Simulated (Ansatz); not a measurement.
**CH3BSeSi: two torsions**

Aim: map the energy of CH3BSeSi, SMILES B[Se][Si]#C over two coordinates, and find its wells, ridges and stiffness.

Program: Ansatz 0.2.0. Level of theory: RKS CAM-B3LYP-D4/def2-SVP. These are calculated values, not measurements.

## (1) Starting geometry

SMILES `B[Se][Si]#C`, 7 atoms, charge 0, spin multiplicity 1.

Atoms are counted from 1 here; the program's logs count them from 0.

Bond lengths: B1–Se2 1.920 Å, B1–H5 1.210 Å, B1–H6 1.213 Å, Se2–Si3 2.297 Å, Si3–C4 1.670 Å, C4–H7 1.099 Å. Angles: Se2–B1–H5 122.3°, Se2–B1–H6 114.0°, H5–B1–H6 123.7°, B1–Se2–Si3 100.7°, Se2–Si3–C4 122.5°, Si3–C4–H7 150.0°.

As a file:

```xyz
7
charge 0, multiplicity 1
B    -1.83389    0.95401    0.22997
Se   -0.46075    0.02164    1.19610
Si    1.01075   -0.45356   -0.50230
C     2.43904   -1.28029   -0.24661
H    -1.76394    1.15302   -0.96131
H    -2.75999    1.32186    0.92092
H     3.36879   -1.71670   -0.63676
```

This geometry comes from a loose relaxation at PBE in a small basis, which is not shown.

## (2) The minimum at this level

input.yaml

```yaml
crystal:
  periodic: [false, false, false]
  atoms:
    - { symbol: B, position_ang: [-1.83389, 0.954009, 0.229966] }
    - { symbol: Se, position_ang: [-0.460747, 0.021642, 1.196097] }
    - { symbol: Si, position_ang: [1.010754, -0.453557, -0.502296] }
    - { symbol: C, position_ang: [2.439035, -1.280294, -0.246612] }
    - { symbol: H, position_ang: [-1.763944, 1.153024, -0.961314] }
    - { symbol: H, position_ang: [-2.759986, 1.321862, 0.920919] }
    - { symbol: H, position_ang: [3.368788, -1.716697, -0.636759] }
basis:
  gaussian: { orbitals: def2-SVP }
hamiltonian:
  xc: { name: CAM-B3LYP }
  dispersion: d4
output:
  forces: true
relax:
  f_tol: 0.003
  max_steps: 120
```

Run with:

```sh
$ ansatz run input.yaml --threads 1 --pin off --max-ram 2560MiB --backend cpu --events-out ev --progress --plain --runs-dir out
```

The program printed (excerpt; [...] marks lines left out):

```text
Warning: RAYON_NUM_THREADS=1 ignored (pool sized by the plan → 1); use --threads N
[...]
Functional definition: CAM-B3LYP
[...]
993 factors; integrals over basis functions are off by at most 4.2e-4 eV
322 factors; integrals over basis functions are off by at most 1.3e-6 eV
[...]
mean field -74976.22868109 eV, -2755.3255833170 hartree, gradient 3.4e-5 eV, S^2 0.000000; 0 other end points of the search recorded, 0 dependent functions left out
[...]
reference -74976.22880063 eV, -2755.3255877099 hartree; 31, 31 occupied and 62, 62 virtual orbitals, 993 factors
relax step   1: F+E_penalty+E_count = -74976.39077429 eV  Δ(F+E_penalty+E_count) = +0.000e0 eV  max|allowed force component| = 5.306e-1 eV/Å  Δτ_max = 0.0000 Å  (34 SCF iters, accepted)
[...]
relax step   3: F+E_penalty+E_count = -74976.41233968 eV  Δ(F+E_penalty+E_count) = -3.739e-3 eV  max|allowed force component| = 2.171e-1 eV/Å  Δτ_max = 0.0227 Å  (39 SCF iters, accepted)
[...]
relax step   5: F+E_penalty+E_count = -74976.41517351 eV  Δ(F+E_penalty+E_count) = -1.183e-3 eV  max|allowed force component| = 6.696e-2 eV/Å  Δτ_max = 0.0299 Å  (36 SCF iters, accepted)
[...]
relax step   7: F+E_penalty+E_count = -74976.41593575 eV  Δ(F+E_penalty+E_count) = +1.480e-4 eV  max|allowed force component| = 2.589e-2 eV/Å  Δτ_max = 0.0248 Å  (39 SCF iters, rejected (line search))
[...]
relax step   9: F+E_penalty+E_count = -74976.41633993 eV  Δ(F+E_penalty+E_count) = -9.395e-5 eV  max|allowed force component| = 2.450e-2 eV/Å  Δτ_max = 0.0070 Å  (34 SCF iters, accepted)
[...]
relax step  10: F+E_penalty+E_count = -74976.41636860 eV  Δ(F+E_penalty+E_count) = -2.868e-5 eV  max|allowed force component| = 4.983e-3 eV/Å  Δτ_max = 0.0061 Å  (34 SCF iters, accepted)
[...]
relax step  11: F+E_penalty+E_count = -74976.41637079 eV  Δ(F+E_penalty+E_count) = -2.182e-6 eV  max|allowed force component| = 6.302e-4 eV/Å  Δτ_max = 0.0018 Å  (28 SCF iters, accepted)
993 factors; integrals over basis functions are off by at most 4.1e-4 eV
322 factors; integrals over basis functions are off by at most 1.2e-6 eV
[...]
mean field -74976.25276235 eV, -2755.3264682870 hartree, gradient 5.0e-5 eV, S^2 0.000000; 1 other end points of the search recorded, 0 dependent functions left out
[...]
reference -74976.25288112 eV, -2755.3264726517 hartree; 31, 31 occupied and 62, 62 virtual orbitals, 993 factors
Total energy: -74976.41648956 eV, -2755.3324851508 hartree
Atom 0 at    -1.810983     0.941262     0.239928 Å, force    -0.000200     0.000092     0.000058 eV/Å
Atom 1 at    -0.427360     0.004420     1.168194 Å, force    -0.000047     0.000113     0.000169 eV/Å
Atom 2 at     0.991954    -0.432487    -0.563759 Å, force    -0.000227     0.000321    -0.000092 eV/Å
Atom 3 at     2.393479    -1.251910    -0.274609 Å, force     0.000630    -0.000331    -0.000087 eV/Å
Atom 4 at    -1.758620     1.143032    -0.941015 Å, force     0.000039    -0.000008    -0.000105 eV/Å
Atom 5 at    -2.727376     1.308601     0.923212 Å, force    -0.000033    -0.000116     0.000004 eV/Å
Atom 6 at     3.338917    -1.712929    -0.551950 Å, force    -0.000162    -0.000071     0.000052 eV/Å
Dipole moment:    -0.089302     0.055316    -0.034269 e Å
```

It took 52 s on 1 thread of Arm Neoverse V2, shared host; peak memory 0.23 GiB.

Along the way:

| step | energy from step 1 (eV) | largest force component (eV/Å) |
| --- | --- | --- |
| 1 | 0.0000 | 0.5306 |
| 2 | -0.0178 | 0.2883 |
| 3 | -0.0216 | 0.2171 |
| 4 | -0.0232 | 0.1617 |
| 5 | -0.0244 | 0.0670 |
| 6 | -0.0253 | 0.0317 |
| 7 | -0.0252 | 0.0259 |
| 8 | -0.0255 | 0.0258 |
| 9 | -0.0256 | 0.0245 |
| 10 | -0.0256 | 0.0050 |
| 11 | -0.0256 | 0.0006 |

Distances of close pairs at the start and the end, largest changes first:

```
   bond  before (Å)  after (Å)  change (Å)
 Si3–C4       1.670      1.649      -0.021
Se2–Si3       2.297      2.281      -0.015
  B1–H6       1.213      1.201      -0.012
  C4–H7       1.099      1.088      -0.011
  B1–H5       1.210      1.199      -0.011
 B1–Se2       1.920      1.911      -0.009
```

## (3) Setting up the map

- dihedral Se2–Si3–C4–H7: 10 values from −180 to 144 °, periodic
- dihedral B1–Se2–Si3–C4: 10 values from −180 to 144 °, periodic

Nothing else is relaxed (all other coordinates rigid). Energies count from the relaxed molecule at the same level. Points are written as (first, second).

Of the runs on the grid, 3 are shown in the steps below; the others differ only in the two coordinates.

## (4) Grid point (0°, −72°)

input.yaml

```yaml
crystal:
  periodic: [false, false, false]
  atoms:
    - { symbol: B, position_ang: [-1.810983, 0.941262, 0.239928] }
    - { symbol: Se, position_ang: [-0.42736, 0.00442, 1.168194] }
    - { symbol: Si, position_ang: [0.991954, -0.432487, -0.563759] }
    - { symbol: C, position_ang: [0.572721, -1.563651, -1.688057] }
    - { symbol: H, position_ang: [-1.75862, 1.143032, -0.941015] }
    - { symbol: H, position_ang: [-2.727376, 1.308601, 0.923212] }
    - { symbol: H, position_ang: [-0.074989, -2.315878, -2.132954] }
basis:
  gaussian: { orbitals: def2-SVP }
hamiltonian:
  xc: { name: CAM-B3LYP }
  dispersion: d4
output:
  forces: true
```

Run with:

```sh
$ ansatz run input.yaml --threads 1 --pin off --max-ram 2560MiB --backend cpu --events-out ev --progress --plain --runs-dir out
```

The program printed (excerpt; [...] marks lines left out):

```text
Warning: RAYON_NUM_THREADS=1 ignored (pool sized by the plan → 1); use --threads N
[...]
[... 1 set-up line as earlier in the session ...]
[...]
920 factors; integrals over basis functions are off by at most 1.3e-3 eV
300 factors; integrals over basis functions are off by at most 1.2e-5 eV
[...]
mean field -74975.28197408 eV, -2755.2907924759 hartree, gradient 4.8e-5 eV, S^2 0.000000; 0 other end points of the search recorded, 0 dependent functions left out
[...]
reference -74975.28209356 eV, -2755.2907968667 hartree; 31, 31 occupied and 62, 62 virtual orbitals, 920 factors
Total energy: -74975.45232104 eV, -2755.2970526112 hartree
Atom 0 at    -1.810983     0.941262     0.239928 Å, force     0.015258    -0.061525    -0.041104 eV/Å
Atom 1 at    -0.427360     0.004420     1.168194 Å, force    -0.335614     0.107230     0.083369 eV/Å
Atom 2 at     0.991954    -0.432487    -0.563759 Å, force     1.097763    -0.333877    -1.223298 eV/Å
Atom 3 at     0.572721    -1.563651    -1.688057 Å, force    -1.901214     0.521725     2.244794 eV/Å
Atom 4 at    -1.758620     1.143032    -0.941015 Å, force     0.016551     0.005115     0.057084 eV/Å
Atom 5 at    -2.727376     1.308601     0.923212 Å, force     0.025284    -0.005700     0.072618 eV/Å
Atom 6 at    -0.074989    -2.315878    -2.132954 Å, force     1.081973    -0.232968    -1.193464 eV/Å
Dipole moment:    -0.192635     0.028874     0.115711 e Å
```

Run time: 4.2 s. Hardware: 1 thread of Arm Neoverse V2, shared host; peak memory 0.21 GiB.

On the map this point reads 22.2 kcal/mol.

## (5) The run at (−180°, −180°)

input.yaml: that of step 4 with these lines changed.

```diff
@@ -6,6 +6,6 @@
     - { symbol: Si, position_ang: [0.991954, -0.432487, -0.563759] }
-    - { symbol: C, position_ang: [0.572721, -1.563651, -1.688057] }
+    - { symbol: C, position_ang: [2.392497, -1.25371, -0.27496] }
     - { symbol: H, position_ang: [-1.75862, 1.143032, -0.941015] }
     - { symbol: H, position_ang: [-2.727376, 1.308601, 0.923212] }
-    - { symbol: H, position_ang: [-0.074989, -2.315878, -2.132954] }
+    - { symbol: H, position_ang: [3.337474, -1.715574, -0.552465] }
 basis:
```

Run with:

```sh
$ ansatz run input.yaml --threads 1 --pin off --max-ram 2560MiB --backend cpu --events-out ev --progress --plain --runs-dir out
```

The program printed (excerpt; [...] marks lines left out):

```text
Warning: RAYON_NUM_THREADS=1 ignored (pool sized by the plan → 1); use --threads N
[...]
[... 1 set-up line as earlier in the session ...]
[...]
920 factors; integrals over basis functions are off by at most 1.3e-3 eV
301 factors; integrals over basis functions are off by at most 1.1e-5 eV
[...]
mean field -74976.25276493 eV, -2755.3264683818 hartree, gradient 7.5e-5 eV, S^2 0.000000; 0 other end points of the search recorded, 0 dependent functions left out
[...]
reference -74976.25288373 eV, -2755.3264727476 hartree; 31, 31 occupied and 62, 62 virtual orbitals, 920 factors
Total energy: -74976.41649216 eV, -2755.3324852467 hartree
Atom 0 at    -1.810983     0.941262     0.239928 Å, force    -0.000073     0.000312     0.000095 eV/Å
Atom 1 at    -0.427360     0.004420     1.168194 Å, force    -0.000055     0.000097     0.000167 eV/Å
Atom 2 at     0.991954    -0.432487    -0.563759 Å, force    -0.000371     0.000075    -0.000143 eV/Å
Atom 3 at     2.392497    -1.253710    -0.274960 Å, force     0.000633    -0.000350    -0.000086 eV/Å
Atom 4 at    -1.758620     1.143032    -0.941015 Å, force     0.000052     0.000014    -0.000097 eV/Å
Atom 5 at    -2.727376     1.308601     0.923212 Å, force    -0.000088    -0.000214    -0.000014 eV/Å
Atom 6 at     3.337474    -1.715574    -0.552465 Å, force    -0.000099     0.000066     0.000077 eV/Å
Dipole moment:    -0.089251     0.055413    -0.034250 e Å
```

Wall time 3.7 s (1 thread of Arm Neoverse V2, shared host); peak memory 0.2 GiB.

Energy on the map's scale: 0.0 kcal/mol.

## (6) The run at (−36°, −180°)

input.yaml: that of step 5 with these lines changed.

```diff
@@ -9,3 +9,3 @@
     - { symbol: H, position_ang: [-2.727376, 1.308601, 0.923212] }
-    - { symbol: H, position_ang: [3.337474, -1.715574, -0.552465] }
+    - { symbol: H, position_ang: [3.268578, -1.530707, 0.307333] }
 basis:
```

Run with:

```sh
$ ansatz run input.yaml --threads 1 --pin off --max-ram 2560MiB --backend cpu --events-out ev --progress --plain --runs-dir out
```

The program printed (excerpt; [...] marks lines left out):

```text
Warning: RAYON_NUM_THREADS=1 ignored (pool sized by the plan → 1); use --threads N
[...]
[... 1 set-up line as earlier in the session ...]
[...]
920 factors; integrals over basis functions are off by at most 1.3e-3 eV
300 factors; integrals over basis functions are off by at most 1.2e-5 eV
[...]
mean field -74975.57926042 eV, -2755.3017175474 hartree, gradient 6.0e-5 eV, S^2 0.000000; 0 other end points of the search recorded, 0 dependent functions left out
[...]
reference -74975.57938106 eV, -2755.3017219811 hartree; 31, 31 occupied and 62, 62 virtual orbitals, 920 factors
Total energy: -74975.74379234 eV, -2755.3077639841 hartree
Atom 0 at    -1.810983     0.941262     0.239928 Å, force    -0.038910     0.010312    -0.062632 eV/Å
Atom 1 at    -0.427360     0.004420     1.168194 Å, force    -0.023495    -0.237526    -0.030044 eV/Å
Atom 2 at     0.991954    -0.432487    -0.563759 Å, force     0.643978     0.192726    -0.943858 eV/Å
Atom 3 at     2.392497    -1.253710    -0.274960 Å, force    -1.376511     0.158308     2.194734 eV/Å
Atom 4 at    -1.758620     1.143032    -0.941015 Å, force    -0.001310    -0.024375     0.031994 eV/Å
Atom 5 at    -2.727376     1.308601     0.923212 Å, force     0.019582     0.020814     0.042982 eV/Å
Atom 6 at     3.268578    -1.530707     0.307333 Å, force     0.776666    -0.120261    -1.233177 eV/Å
Dipole moment:    -0.119864     0.103374     0.157651 e Å
```

Wall time 4 s (1 thread of Arm Neoverse V2, shared host); peak memory 0.2 GiB.

On the map this point reads 15.5 kcal/mol.

## (7) All points together

69 points were computed, 31 more follow by symmetry. Energies in kcal/mol, from the relaxed molecule at the same level:

```csv
"dihedral B1–Se2–Si3–C4 (°) ↓, dihedral Se2–Si3–C4–H7 (°) →",−180,−144,−108,−72,−36,0,36,72,108,144
144,0.9,2.0,5.2,10.5,16.6,19.8,16.5,10.1,4.7,1.6
108,2.5,3.7,7.0,12.4,18.5,21.5,18.4,12.1,6.6,3.4
72,3.4,4.3,7.5,12.9,19.1,22.2,19.2,13.1,7.8,4.5
36,3.7,4.4,7.3,12.6,18.9,22.1,19.1,13.0,7.9,4.8
0,4.0,4.8,7.6,12.8,19.0,22.3,19.0,12.8,7.6,4.8
−36,3.7,4.8,7.9,13.0,19.1,22.1,18.9,12.6,7.3,4.4
−72,3.4,4.5,7.8,13.1,19.2,22.2,19.1,12.9,7.5,4.3
−108,2.5,3.4,6.6,12.1,18.4,21.5,18.5,12.4,7.0,3.7
−144,0.9,1.6,4.7,10.1,16.5,19.8,16.6,10.5,5.2,2.0
−180,0.0,0.9,3.9,9.2,15.5,18.8,15.5,9.2,3.9,0.9
```

On the same grid, dipole moment (D):

```csv
"dihedral B1–Se2–Si3–C4 (°) ↓, dihedral Se2–Si3–C4–H7 (°) →",−180,−144,−108,−72,−36,0,36,72,108,144
144,0.49,0.61,0.81,0.97,1.06,1.07,1.02,0.92,0.77,0.59
108,0.41,0.58,0.78,0.93,1.03,1.05,0.98,0.84,0.65,0.46
72,0.34,0.60,0.84,0.98,1.07,1.09,1.01,0.83,0.59,0.34
36,0.24,0.58,0.86,1.04,1.14,1.15,1.08,0.91,0.65,0.33
0,0.17,0.46,0.79,1.03,1.16,1.19,1.16,1.03,0.79,0.46
−36,0.24,0.33,0.65,0.91,1.08,1.15,1.14,1.04,0.86,0.58
−72,0.34,0.34,0.59,0.83,1.01,1.09,1.07,0.98,0.84,0.60
−108,0.41,0.46,0.65,0.84,0.98,1.05,1.03,0.93,0.78,0.58
−144,0.49,0.59,0.77,0.92,1.02,1.07,1.06,0.97,0.81,0.61
−180,0.53,0.65,0.84,0.99,1.07,1.09,1.07,0.99,0.84,0.65
```

Energy (kcal/mol) at eleven even steps along the easiest path on the interpolated surface, from (−180°, −180°): 0.0, 0.8, 2.4, 3.3, 3.7, 4.0, 3.7, 3.4, 2.6, 1.0, 0.0.

## (8) Results

| quantity | value |
| --- | --- |
| lowest point | (−180°, −180°), 0.0 kcal/mol |
| highest computed point | (0°, 0°), 22.3 kcal/mol above the lowest |
| dipole moment (D) | 0.17 at (−180°, 0°) to 1.19 at (0°, 0°); 0.53 at the lowest point |
| time for the whole task | 7 min on 1 thread, shared host |

In words: The lowest computed point is at (−180°, −180°), 0.0 kcal/mol from the relaxed molecule at the same level. No other kind of well shows on this grid. The highest computed point, (0°, 0°), lies 22.3 kcal/mol above the lowest. On the interpolated surface the easiest way out of the lowest well to its copy in the next cell or period passes a barrier of about 4 kcal/mol. Round the minimum the valley is somewhat tilted: raising dihedral Se2–Si3–C4–H7 shifts the best value of dihedral B1–Se2–Si3–C4 upwards (coupling k₁₂/√(k₁₁k₂₂) about −0.1).
